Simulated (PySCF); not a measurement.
# OsO3(OH)2: other functionals and bases at one geometry

Aim: see how levels, charges and forces of OsO3(OH)2 depend on the level of theory. The species was built from a template and needn't be a known compound.

Program: PySCF 2.14.0. Level of theory: several levels, as the steps say, no spin–orbit coupling. These are calculated values, not measurements.

## Step 1: Where the work starts

8 atoms, charge 0, spin multiplicity 1.

Bond lengths: Os1–O2 1.744 Å, Os1–O3 1.720 Å, Os1–O4 1.744 Å, Os1–O5 1.945 Å, Os1–O7 1.945 Å, O5–H6 0.983 Å, O7–H8 0.982 Å. Angles: O2–Os1–O3 110.3°, O2–Os1–O4 139.2°, O2–Os1–O5 84.7°, O2–Os1–O7 87.1°, O3–Os1–O4 110.5°, O3–Os1–O5 101.7°, O3–Os1–O7 101.7°, O4–Os1–O5 87.2°, O4–Os1–O7 84.7°, O5–Os1–O7 156.6°, Os1–O5–H6 110.6°, Os1–O7–H8 110.5°.

Geometry (Å):

| atom | x (Å) | y (Å) | z (Å) |
| --- | --- | --- | --- |
| Os1 | -0.02740 | -0.01196 | -0.12356 |
| O2 | -1.14605 | -0.18647 | 1.20276 |
| O3 | -0.87126 | -0.02418 | -1.62276 |
| O4 | 1.68611 | 0.17087 | -0.38995 |
| O5 | -0.06031 | 1.87850 | 0.33182 |
| H6 | 0.73996 | 2.33158 | -0.01450 |
| O7 | 0.39104 | -1.89696 | 0.10880 |
| H8 | -0.31860 | -2.34668 | 0.61804 |

Formal oxidation states: Os +8. An earlier session relaxed this geometry at BP86, Os def2-SVP with ECP60, O def2-SVP, H def2-SVP (singlet, point group C2).

At BP86 on the finer grid: E = -467.890443 Eh, HOMO -8.19 eV, LUMO -5.76 eV, Mulliken charge on Os1 +1.06 e, largest force component 0.007 eV/Å. 

Levels to run: M06-L; BLYP; r2SCAN; CAM-B3LYP; BP86, TZVP; BP86, x2c-SVP. Hardware: 2 threads of Arm Neoverse V1, shared host.

## Step 2: M06-L

File run.py (the lines that set the calculation):

```python
mol = gto.M(atom='''
Os    -0.02740    -0.01196    -0.12356
O     -1.14605    -0.18647     1.20276
O     -0.87126    -0.02418    -1.62276
O      1.68611     0.17087    -0.38995
O     -0.06031     1.87850     0.33182
H      0.73996     2.33158    -0.01450
O      0.39104    -1.89696     0.10880
H     -0.31860    -2.34668     0.61804''',
    basis={'Os': 'def2-SVP', 'O': 'def2-SVP', 'H': 'def2-SVP'},
    ecp={'Os': 'def2-SVP'},
    charge=0, spin=0)
mf = dft.RKS(mol, xc='M06L')
mf.grids.atom_grid = (75, 302)
mf = mf.density_fit()  # fitting sets: Os def2-universal-JKFIT, O def2-universal-JKFIT, H def2-universal-JKFIT
mf.conv_tol = 1e-08; mf.max_cycle = 55
mf.kernel(dm0)  # dm0: the density of the relaxed state
```

Launch:

```bash
$ OMP_NUM_THREADS=2 python run.py
```

## Step 3: BLYP

run.py (the lines that set the calculation): that of step 2 with these lines changed.

```diff
@@ -12,3 +12,3 @@
     charge=0, spin=0)
-mf = dft.RKS(mol, xc='M06L')
+mf = dft.RKS(mol, xc='BLYP')
 mf.grids.atom_grid = (75, 302)
```

## Step 4: r2SCAN

run.py (the lines that set the calculation): that of step 3 with these lines changed.

```diff
@@ -12,3 +12,3 @@
     charge=0, spin=0)
-mf = dft.RKS(mol, xc='BLYP')
+mf = dft.RKS(mol, xc='R2SCAN')
 mf.grids.atom_grid = (75, 302)
```

## Step 5: CAM-B3LYP

run.py (the lines that set the calculation): that of step 4 with these lines changed.

```diff
@@ -12,3 +12,3 @@
     charge=0, spin=0)
-mf = dft.RKS(mol, xc='R2SCAN')
+mf = dft.RKS(mol, xc='CAMB3LYP')
 mf.grids.atom_grid = (75, 302)
```

## Step 6: BP86, TZVP

Basis: Os def2-TZVP with ECP60, O def2-TZVP, H def2-TZVP. 

run.py (the lines that set the calculation): that of step 5 with these lines changed.

```diff
@@ -9,6 +9,6 @@
 H     -0.31860    -2.34668     0.61804''',
-    basis={'Os': 'def2-SVP', 'O': 'def2-SVP', 'H': 'def2-SVP'},
-    ecp={'Os': 'def2-SVP'},
+    basis={'Os': 'def2-TZVP', 'O': 'def2-TZVP', 'H': 'def2-TZVP'},
+    ecp={'Os': 'def2-TZVP'},
     charge=0, spin=0)
-mf = dft.RKS(mol, xc='CAMB3LYP')
+mf = dft.RKS(mol, xc='B88,P86')
 mf.grids.atom_grid = (75, 302)
@@ -16,2 +16,2 @@
 mf.conv_tol = 1e-08; mf.max_cycle = 55
-mf.kernel(dm0)  # dm0: the density of the relaxed state
+mf.kernel(dm0)  # dm0: free metal ions and neutral atoms
```

## Step 7: BP86, x2c-SVP

Basis: Os x2c-SVPall, O x2c-SVPall, H x2c-SVPall. All electrons are treated, with the spin-free X2C Hamiltonian.

File run.py (the lines that set the calculation):

```python
mol = gto.M(atom='''
Os    -0.02740    -0.01196    -0.12356
O     -1.14605    -0.18647     1.20276
O     -0.87126    -0.02418    -1.62276
O      1.68611     0.17087    -0.38995
O     -0.06031     1.87850     0.33182
H      0.73996     2.33158    -0.01450
O      0.39104    -1.89696     0.10880
H     -0.31860    -2.34668     0.61804''',
    basis={'Os': 'x2c-SVPall', 'O': 'x2c-SVPall', 'H': 'x2c-SVPall'},
    nucmod='G',
    charge=0, spin=0)
mf = dft.RKS(mol, xc='B88,P86')
mf.grids.atom_grid = (99, 590)
mf = mf.density_fit()  # fitting sets: Os AutoAux, O AutoAux, H AutoAux
mf = mf.sfx2c1e()
mf.conv_tol = 1e-08; mf.max_cycle = 55
mf.kernel(dm0)  # dm0: free metal ions and neutral atoms
```

Q: Predict the outcome of this session. Wanted: for each run, HOMO; gap; charge on Os1; dipole; largest force.

**Answer**, as computed:

| level | state | HOMO (eV) | gap (eV) | charge on Os1 (e) | dipole (D) | largest force (eV/Å) | basis functions | time |
| --- | --- | --- | --- | --- | --- | --- | --- | --- |
| BP86 (relaxed here) | singlet | -8.19 | 2.42 | 1.06 | 0.34 | 0.01 | 112 | 16 s |
| M06-L | singlet | -8.46 | 2.57 | 1.48 | 0.29 | 0.72 | 112 | 9.9 s |
| BLYP | singlet | -7.89 | 2.40 | 1.05 | 0.33 | 0.46 | 112 | 7.4 s |
| r2SCAN | singlet | -8.51 | 2.61 | 1.26 | 0.32 | 0.79 | 112 | 10 s |
| CAM-B3LYP | singlet | -10.86 | 6.63 | 1.23 | 0.23 | 2.02 | 112 | 8.5 s |
| BP86, TZVP | singlet | -8.30 | 2.46 | 1.35 | 0.21 | 0.19 | 207 | 20 s |
| BP86, x2c-SVP | singlet | -8.31 | 2.31 | 0.67 | 0.30 | 0.66 | 146 | 39 s |

Times are on 2 threads of Arm Neoverse V1, shared host; the first row also made further properties.

In one basis the HOMO–LUMO gap runs from 2.40 eV (BLYP) to 6.63 eV (CAM-B3LYP); the widest gap comes with exact exchange. The largest leftover force, 2.02 eV/Å with CAM-B3LYP, stands at a geometry relaxed at another level. The Mulliken charge on Os spans +0.67 to +1.48 e over the levels. Total energies of different levels can't be compared. Spin–orbit coupling is left out throughout.
